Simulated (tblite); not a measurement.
# C10H6N2: the cost of one run

Programs: tblite 0.8.0 and PySCF 2.14.0, with density-fitted response routines of our own. Each step states its level of theory. These are calculated values for one molecule in the gas phase, unless marked as measured. Atoms are numbered from 0 throughout.

### 1 The starting structure

18 atoms, charge 0, multiplicity 1; geometry from: force field or distance geometry start.

Bonds of the start (Å): N0–C1 1.16, C1–C2 1.42, C2–C3 1.35, C3–C4 1.46, C4–C5 1.41, C5–C6 1.39, C6–C7 1.39, C7–C8 1.40, C8–C9 1.44, C9–N10 1.16, C8–C11 1.39, C11–C4 1.40, C2–H12 1.07, C3–H13 1.09, C5–H14 1.09, C6–H15 1.08, C7–H16 1.09, C11–H17 1.09.

### 2 Geometry optimisation with GFN2-xTB

What the job is given:

```
{"job": {"kind": "relax", "xc": "GFN2-xTB", "basis": "xTB"}, "charge": 0, "multiplicity": 1}
N      3.037400     1.873800     1.450600
C      2.938500     0.849300     0.919400
C      2.872800    -0.420900     0.282600
C      1.746000    -0.935900    -0.257300
C      0.414700    -0.325200    -0.259400
C      0.192100     0.937000    -0.837600
C     -1.083500     1.496300    -0.859700
C     -2.154500     0.792400    -0.314900
C     -1.952500    -0.481600     0.238400
C     -3.067000    -1.211100     0.787700
N     -3.957900    -1.810200     1.220700
C     -0.675300    -1.036500     0.259800
H      3.781200    -0.985100     0.244200
H      1.800100    -1.936100    -0.697600
H      1.016000     1.512300    -1.267400
H     -1.243300     2.478800    -1.279400
H     -3.153600     1.234300    -0.336400
H     -0.520100    -2.025200     0.694300
```

Launch:

```
OMP_NUM_THREADS=1 python probes_run.py task.json out
```

One launch serves the whole session: the jobs run in the order shown.

Q: Estimate the wall time and peak memory of this first job on 1 thread of Intel Xeon at 2.50GHz, shared host.

About 3.5 s, with a peak of 0.18 GiB.
